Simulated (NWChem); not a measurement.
# SiH2Br− (SMILES [SiH2-]Br) at r2SCAN50/STO-6G

What is the vertical ionisation energy of SiH2Br− at r2SCAN50/STO-6G? 

Program for the calculation: NWChem 7.3.0.

3 further runs of the same task are left out: 2 that didn't finish, 1 set aside as unsound or not needed.

### 1 The system as given

SiH2Br−: 4 atoms, total charge -1, spin state singlet. As SMILES, `[SiH2-]Br`. Geometry: relaxed at GFN2-xTB.

Bond lengths: Si1–Br2 2.425 Å, Si1–H3 1.496 Å, Si1–H4 1.496 Å. Angles: Br2–Si1–H3 94.3°, Br2–Si1–H4 94.3°, H3–Si1–H4 98.4°.

### 2 Energy and forces at r2SCAN50/STO-6G

m1.xyz reads:

```xyz
4

Si    -0.191960    -0.343010    -0.619410
Br     1.687710    -0.271360     0.911070
H     -1.209900    -0.529990     0.461390
H     -0.285850     1.144360    -0.753060
```

m1.nw reads:

```
start m1
memory total 2200 mb
charge -1

geometry noautosym nocenter noautoz
 load format xyz m1.xyz
end

basis spherical bse
 * library STO-6G
end

dft
 xc hyb_mgga_xc_r2scan50
 grid fine
 convergence energy 1e-07
 iterations 100
end

task dft gradient
```

Launch:

```console
nwchem m1.nw > m1.out
```

What it wrote:

```text
[...]
          Wavefunction type:  closed shell.
          No. of atoms     :     4
          No. of electrons :    52
[...]
          Charge           :    -1
          Spin multiplicity:     1
[...]
          AO basis - number of functions:    29
[...]
              XC Information
              --------------
          Using LibXC version      7.1.2
                     Hartree-Fock (Exact) Exchange  0.500
                              hyb_mgga_xc_r2scan50  1.000
[...]
 d= 0,ls=0.0,diis     1  -2850.7592643420 -2.98D+03  2.14D-02  9.85D-02     1.0
[...]
 d= 0,ls=0.0,diis     6  -2850.7804686494 -6.01D-09  7.41D-07  4.59D-11     3.9
         Total DFT energy =    -2850.780468649441
      One electron energy =    -4260.374276539236
           Coulomb energy =     1395.122440029426
    Exchange-Corr. energy =     -115.172884952524
 Nuclear repulsion energy =      129.644252812893
[...]
  wavefunction    = closed shell
                         DFT ENERGY GRADIENTS
    atom               coordinates                        gradient
                 x          y          z           x          y          z
   1 Si     -0.362752  -0.648195  -1.170515   -0.011287   0.005887  -0.000588
   2 Br      3.189309  -0.512796   1.721673    0.015201  -0.001946   0.008928
   3 H      -2.286379  -1.001536   0.871901   -0.008627  -0.014053   0.004624
   4 H      -0.540178   2.162527  -1.423077    0.004713   0.010111  -0.012963
[...]
```

It took 7.8 s on 1 thread of AMD EPYC 9R45 (Zen 5), shared host; peak memory 0.12 GiB.

### 3 Doublet neutral SiH2Br at the same level

input.nw reads:

```
start input
title "BrH2Si"
memory 2200 mb
geometry units angstrom noautosym nocenter noautoz
Si      -0.191960      -0.343010      -0.619410
Br       1.687710      -0.271360       0.911070
H       -1.209900      -0.529990       0.461390
H       -0.285850       1.144360      -0.753060
end
basis spherical bse
* library STO-6G
end
dft
xc hyb_mgga_xc_r2scan50
mult 2
grid fine
convergence energy 1e-07
maxiter 150
print low
end
task dft gradient
```

Launch:

```console
nwchem input.nw > input.out
```

What it wrote:

```text
[...]
 d= 0,ls=0.0,diis     1  -2850.7695372268 -2.98D+03  2.19D-02  4.19D-02     1.2
[...]
 d= 0,ls=0.0,diis     9  -2850.8361348999 -3.95D-08  2.76D-06  1.32D-09     7.0
[...]
         Total DFT energy =    -2850.836134899877
      One electron energy =    -4244.611230996807
           Coulomb energy =     1378.799896470210
    Exchange-Corr. energy =     -114.669053186173
 Nuclear repulsion energy =      129.644252812893
[...]
      <S2> =      0.7525 (Exact =     0.7500)
                         DFT ENERGY GRADIENTS
    atom               coordinates                        gradient
                 x          y          z           x          y          z
   1 Si     -0.362752  -0.648195  -1.170515   -0.029502  -0.046463  -0.086655
   2 Br      3.189309  -0.512796   1.721673    0.040287   0.008907   0.043000
   3 H      -2.286379  -1.001536   0.871901   -0.010432   0.009647   0.028474
   4 H      -0.540178   2.162527  -1.423077   -0.000353   0.027909   0.015181
 Task  times  cpu:       10.7s     wall:       10.7s
 Total times  cpu:       10.8s     wall:       10.8s
```

It took 11 s on 1 thread of AMD EPYC 9R45 (Zen 5), shared host; peak memory 0.12 GiB.

### 4 Summary of results

Level: r2SCAN50/STO-6G.

```
                                                              quantity           value
                                         singlet SiH2Br−: total energy  -2850.78047 Eh
                                          singlet SiH2Br−: HOMO energy         3.33 eV
                                          singlet SiH2Br−: LUMO energy        13.25 eV
singlet SiH2Br−: HOMO–LUMO gap (to an unbound level, set by the basis)         9.92 eV
                             singlet SiH2Br−: largest force on an atom      0.912 eV/Å
                                  doublet neutral SiH2Br: total energy  -2850.83613 Eh
                                          doublet neutral SiH2Br: ⟨S²⟩           0.752
                      doublet neutral SiH2Br: largest force on an atom      5.279 eV/Å
                   vertical detachment energy (to the doublet neutral)       -1.515 eV
```

What this shows: The species is unbound against losing an electron at this level, by 1.51 eV (−146 kJ/mol); missing correlation or diffuse functions can give that sign where the real anion is bound. The largest force (singlet SiH2Br−) is 0.91 eV/Å: the shape isn't a stationary point for this species at this level. In a minimal basis such a difference can be off by several eV, whatever the method. The HOMO (singlet SiH2Br−) lies at positive energy, 3.33 eV; only total energies tell whether the electron is bound.
